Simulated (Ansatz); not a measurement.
Which YAML input does this script hand to the engine? (the Ansatz DFT code, driven from Python)

`cs2agirf6_scf.py`
```python
"""Ground state of Cs2AgIrF6 at the given structure."""

import warnings

import ansatz as az
import numpy as np

warnings.simplefilter("ignore", az.DeckWarning)

system = (
    az.Lattice.of((0.0, 4.53604, 4.53604), (4.53604, 0.0, 4.53604), (4.53604, 4.53604, 0.0))
    .atom("Cs", (0.75, 0.75, 0.75))
    .atom("Cs", (0.25, 0.25, 0.25))
    .atom("Ag", (0.5, 0.5, 0.5))
    .atom("Ir", (0.0, 0.0, 0.0))
    .atom("F", (0.77336, 0.22664, 0.22664))
    .atom("F", (0.22664, 0.22664, 0.77336))
    .atom("F", (0.22664, 0.77336, 0.77336))
    .atom("F", (0.22664, 0.77336, 0.22664))
    .atom("F", (0.77336, 0.22664, 0.77336))
    .atom("F", (0.77336, 0.77336, 0.22664))
)

# settings of the run
base = (
    system.calculation()
    .kpoints(4, shift=0.5)
    .mixing("anderson", preconditioner="kerker")
    .functional(az.Functional.LDA)
    .occupations(az.OccupationsMethod.METHFESSEL_PAXTON, width=0.15)
    .pseudopotentials("nc")
    .forces()
)
out = base.run(threads=1)
r = out.report

for key in ("converged", "n_iterations", "n_electrons", "n_kpoints", "n_pw", "n_symmetry_ops", "free_energy_ev", "fermi_energy_ev"):
    print(f"{key:18s} {r[key]}")

print("energy terms (eV)")
for term, value in r["components"].items():
    if abs(value) > 1e-9:
        print(f"  {term:26s} {value:16.5f}")

# forces, one row an atom
forces = np.array(r["forces_ev_ang"])
norms = np.linalg.norm(forces, axis=1)
print("largest force {:.4f} eV/A on atom {}".format(norms.max(), norms.argmax()))
print(np.array2string(forces, precision=4, suppress_small=True))

used = r["setup"]
print("cutoffs (eV):", used["ecut_ev"], used["ecutrho_ev"], " FFT grid:", used["fft_dense"])
print("cell volume {:.3f} A^3, {} symmetry operations".format(used["cell_volume_ang3"], used["n_sym_ops"]))
```

```console
$ python cs2agirf6_scf.py
converged          True
n_iterations       14
n_electrons        96.0
n_kpoints          10
n_pw               16889
n_symmetry_ops     12
free_energy_ev     -12638.411098451554
fermi_energy_ev    7.016163111981677
energy terms (eV)
  e_band                           -995.50274
  e_kinetic                        5228.66710
  e_local                        -12278.34021
  e_nonlocal                       -161.56481
  e_hartree                        4207.49814
  e_xc                            -2456.76898
  e_vxc                           -2199.25870
  e_ewald                         -7177.90234
  e_smearing                          0.00000
largest force 0.4822 eV/A on atom 7
[[ 0.      0.      0.    ]
 [-0.     -0.     -0.    ]
 [ 0.      0.      0.    ]
 [-0.      0.      0.    ]
 [-0.4822  0.      0.    ]
 [ 0.      0.     -0.4822]
 [ 0.4822 -0.     -0.    ]
 [ 0.     -0.4822  0.    ]
 [-0.      0.4822 -0.    ]
 [-0.     -0.      0.4822]]
cutoffs (eV): 1170.089609 4680.358436  FFT grid: [72, 72, 72]
cell volume 186.664 A^3, 12 symmetry operations
```

`input.yaml`:
```yaml
crystal:
  lattice:
    - [0.0, 4.53604, 4.53604]
    - [4.53604, 0.0, 4.53604]
    - [4.53604, 4.53604, 0.0]
  atoms:
    - { symbol: Cs, position: [0.75, 0.75, 0.75] }
    - { symbol: Cs, position: [0.25, 0.25, 0.25] }
    - { symbol: Ag, position: [0.5, 0.5, 0.5] }
    - { symbol: Ir, position: [0.0, 0.0, 0.0] }
    - { symbol: F, position: [0.77336, 0.22664, 0.22664] }
    - { symbol: F, position: [0.22664, 0.22664, 0.77336] }
    - { symbol: F, position: [0.22664, 0.77336, 0.77336] }
    - { symbol: F, position: [0.22664, 0.77336, 0.22664] }
    - { symbol: F, position: [0.77336, 0.22664, 0.77336] }
    - { symbol: F, position: [0.77336, 0.77336, 0.22664] }
kpoints:
  mp_grid:
    grid: [4, 4, 4]
    shift: [0.5, 0.5, 0.5]
hamiltonian:
  xc: lda
  pseudopotentials:
    kind: nc
scf:
  mixing:
    algorithm: anderson
    preconditioner: kerker
  occupations:
    method: methfessel_paxton
    width: 0.15
output:
  forces: true
```

What to keep in mind:
- These settings explore the input space; cutoff and mesh may be short of convergence.
- Spin is left out of this run.
- The energy terms are those on the plane-wave grid, with the one-centre PAW part apart; e_band, e_vxc and e_vpaw aren't summands of the total.
- Only differences from the Fermi energy are physical; the zero of the scale is a convention.
- The mesh has less symmetry than the crystal, which the program warned of.
- An opening on this mesh may only mean that it misses a point where bands touch.
- This cell is a computed structure, which may not be the phase found in nature.
- Gaps and levels are Kohn-Sham values on a finite set of k-points, without spin-orbit coupling.
- The script silences the warnings on its input, which a real study should read.

(Lines on the test bed's own set-up are left out of the output.)
